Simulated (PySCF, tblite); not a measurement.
# C5H9BN2O2: geometry, infrared bands and NMR shifts

Aim: predict the infrared bands and NMR shifts of C5H9BN2O2 (`COB(OC)c1cnc[nH]1`).

Programs: tblite 0.8.0 and PySCF 2.14.0, with density-fitted response routines of our own. Each step states its level of theory. These are calculated values for one molecule in the gas phase, unless marked as measured. Atoms count from 0, in the outputs and in this text.

## (1) The starting structure

19 atoms, charge 0, multiplicity 1; geometry from: force field or distance geometry start.

Bonds of the start (Å): C0–O1 1.40, O1–B2 1.45, B2–O3 1.48, O3–C4 1.39, B2–C5 1.55, C5–C6 1.39, C6–N7 1.37, N7–C8 1.34, C8–N9 1.36, N9–C5 1.37, C0–H10 1.12, C0–H11 1.10, C0–H12 1.12, C4–H13 1.11, C4–H14 1.10, C4–H15 1.11, C6–H16 1.09, C8–H17 1.09, N9–H18 1.05.

## (2) Geometry optimisation with GFN2-xTB

Job settings and geometry (Å):

```
{"job": {"kind": "relax", "xc": "GFN2-xTB", "basis": "xTB"}, "charge": 0, "multiplicity": 1}
C     -1.951000    -1.789300     0.039700
O     -1.337800    -0.856500     0.878700
B     -0.515900     0.111200     0.169200
O     -1.084400     1.285000    -0.523600
C     -1.511300     2.273400     0.356800
C      0.973400    -0.175100    -0.152000
C      1.453200    -0.801700    -1.292300
N      2.812300    -0.847000    -1.156800
C      3.183500    -0.285100    -0.001100
N      2.052100     0.135600     0.628600
H     -2.184800    -2.687800     0.663900
H     -1.269000    -2.013300    -0.790800
H     -2.923100    -1.376800    -0.337000
H     -2.573500     2.558700     0.193100
H     -1.317200     2.046700     1.412600
H     -0.923100     3.190800     0.127900
H      0.885000    -1.192200    -2.130100
H      4.213200    -0.190000     0.352400
H      2.008500     0.622600     1.553400
```

Command:

```sh
$ OMP_NUM_THREADS=1 python probes_run.py task.json out
```

This one command runs all jobs of the session in turn.

**Question.** This job is followed by: GFN2-xTB harmonic vibrations, gas phase; GIAO PBE0/pcSseg-1 NMR shielding, non-relativistic, gas phase. What will the session give for the following? strongest single infrared mode (GFN2-xTB); zero-point energy (GFN2-xTB); ¹³C shifts against TMS (PBE0/pcSseg-1, means over atoms taken as alike); ¹H shifts against TMS (PBE0/pcSseg-1, means over atoms taken as alike); ¹⁷O shifts against H2O (PBE0/pcSseg-1, means over atoms taken as alike); ¹¹B shifts against BF3·OEt2 (PBE0/pcSseg-1); ¹⁵N shifts against NH3 (PBE0/pcSseg-1); surface potential, 1st and 99th percentile.

The runs gave:

| quantity | value |
| --- | --- |
| strongest single infrared mode (GFN2-xTB) | 1239 cm⁻¹, 551 km/mol |
| zero-point energy (GFN2-xTB) | 92.0 kcal/mol |
| ¹³C shifts against TMS (PBE0/pcSseg-1, means over atoms taken as alike) | 144.6, 139.6, 127.3, 54.7 ppm |
| ¹H shifts against TMS (PBE0/pcSseg-1, means over atoms taken as alike) | 9.07, 7.73, 7.54, 4.11 ppm |
| ¹⁷O shifts against H2O (PBE0/pcSseg-1, means over atoms taken as alike) | 94.6 ppm |
| ¹¹B shifts against BF3·OEt2 (PBE0/pcSseg-1) | 22.5 ppm |
| ¹⁵N shifts against NH3 (PBE0/pcSseg-1) | 306.8, 190.6 ppm |
| surface potential, 1st and 99th percentile | -2.06 V and 1.88 V |

What this shows: The optimisation took 176 steps and gained 1.940 eV; among the close pairs (by a distance rule), B2–O3 changed most, from 1.477 to 1.363 Å. All 51 modes are real, so the xTB geometry is a minimum. The strongest single mode, at 1239 cm⁻¹, has its largest shares on B2, O1 and O3 (the list is cut at 3 atoms). GFN2-xTB is a fitted tight-binding method: band positions and strengths are rough. Its intensities can rank the bands wrongly. At PBE0/pcSseg-1: The largest span, 500 ppm, is at N7, where the paramagnetic term is -374 ppm. NICS(1)zz of -31 ppm above the planar ring from C5 marks a diatropic (aromatic) ring current.
